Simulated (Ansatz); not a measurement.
**ClFGe2H4O: ionisation energy by level of theory**

Aim: the vertical ionisation energy of ClFGe2H4O, as cation minus neutral at the neutral's geometry, on several levels, and how well −ε(HOMO) stands in for it.

Computed with Ansatz 0.2.0, Gaussian basis. Level: unrestricted cation, the program's frozen cores in correlated methods.

The runs, in order: UKS PBE-D4/def2-TZVPP; UKS r2SCAN-D4/def2-TZVPP; UKS PBE0-D4/def2-TZVPP; UKS B3LYP-D4/def2-TZVPP; UKS wB97X-V/def2-TZVPP; UKS wB97M-V/def2-TZVPP; UKS B2PLYP/def2-TZVPP; UHF-CCSD(T)/def2-TZVPP; UHF-MP2/def2-QZVPP; extrapolation to the limit; then −ε(HOMO) from the neutral's earlier runs with LDA (SPW92), PBE-D4, revPBE-D4, BLYP-D4, r2SCAN-D4, B97M-V, PBE0-D4, B3LYP-D4, r2SCANh-D4, r2SCAN0-D4, HSE06-D4, BHLYP-D4, CAM-B3LYP-D4, LC-ωPBE, ωB97X-V, ωB97M-V.

**1. The relaxed structure**

The geometry comes from an earlier relaxation with PBE0-D4 in a triple-zeta def2 set; it is a stationary point, not always the lowest conformer.

9 atoms, charge 0, spin multiplicity 1.

Atoms are counted from 1 here; the program's logs count them from 0.

Bond lengths: O1–Ge2 1.756 Å, O1–H6 0.962 Å, Ge2–F3 1.736 Å, Ge2–Cl4 2.149 Å, Ge2–Ge5 2.418 Å, Ge5–H7 1.531 Å, Ge5–H8 1.531 Å, Ge5–H9 1.530 Å. Angles: Ge2–O1–H6 113.4°, O1–Ge2–F3 107.0°, O1–Ge2–Cl4 108.9°, O1–Ge2–Ge5 111.3°, F3–Ge2–Cl4 103.5°, F3–Ge2–Ge5 111.4°, Cl4–Ge2–Ge5 114.2°, Ge2–Ge5–H7 107.6°, Ge2–Ge5–H8 108.2°, Ge2–Ge5–H9 107.3°, H7–Ge5–H8 111.3°, H7–Ge5–H9 111.0°, H8–Ge5–H9 111.2°.

**2. Cation, UKS PBE-D4/def2-TZVPP**

Input file in.yaml:

```yaml
crystal:
  periodic: [false, false, false]
  atoms:
    - {symbol: O, position_ang: [-1.319047, 1.330636, 0.861607]}
    - {symbol: Ge, position_ang: [-0.301247, -0.097185, 0.761111]}
    - {symbol: F, position_ang: [0.785638, -0.042056, 2.113751]}
    - {symbol: Cl, position_ang: [-1.501339, -1.836736, 1.150439]}
    - {symbol: Ge, position_ang: [0.901651, -0.173081, -1.334842]}
    - {symbol: H, position_ang: [-1.874435, 1.350272, 1.646674]}
    - {symbol: H, position_ang: [-0.132008, -0.271174, -2.459315]}
    - {symbol: H, position_ang: [1.732402, 1.106881, -1.455021]}
    - {symbol: H, position_ang: [1.796883, -1.413756, -1.301602]}
basis:
  gaussian: {orbitals: def2-TZVPP}
total_charge: 1
magnetization: {spin_polarized: true, initial_magnetization: 1}
hamiltonian: {xc: pbe, dispersion: d4}
```

Launch:

```console
ansatz run in.yaml --threads 2 --pin off --events-out ev --progress --plain --max-ram 32768MiB --backend cpu
```

The runs that follow: Cation, UKS r2SCAN-D4/def2-TZVPP; Cation, UKS PBE0-D4/def2-TZVPP; Cation, UKS B3LYP-D4/def2-TZVPP; Cation, UKS wB97X-V/def2-TZVPP; Cation, UKS wB97M-V/def2-TZVPP; Cation, UKS B2PLYP (frozen core)/def2-TZVPP; Cation, UHF-CCSD(T)/def2-TZVPP; Cation, UHF-MP2/def2-QZVPP.

Q: Predict the results of all the runs planned. Wanted: ionisation energy, CCSD(T)/CBS; nearest functional by difference; nearest −ε(HOMO); −ε(HOMO) of PBE; T1 of the cation.

The runs gave:

| quantity | value |
| --- | --- |
| ionisation energy, CCSD(T)/CBS | 11.25 eV |
| nearest functional by difference | ωB97X-V (-0.17 eV) |
| nearest −ε(HOMO) | ωB97X-V (-0.12 eV) |
| −ε(HOMO) of PBE | 7.58 eV |
| T1 of the cation | 0.019 |

By cation minus neutral, the functionals miss by 0.87 eV at most. −ε(HOMO) of PBE misses by 3.7 eV, since self-interaction lifts the level. Among orbital estimates ωB97X-V comes nearest. Hartree-Fock falls 0.59 eV short, as the neutral has more correlation energy than the cation. Correlated methods include outer-core shells of Ge, which these sets cover unevenly. With outer-core shells in play the reference is unsure by up to some tenths of an eV, so close misses can't be ranked.
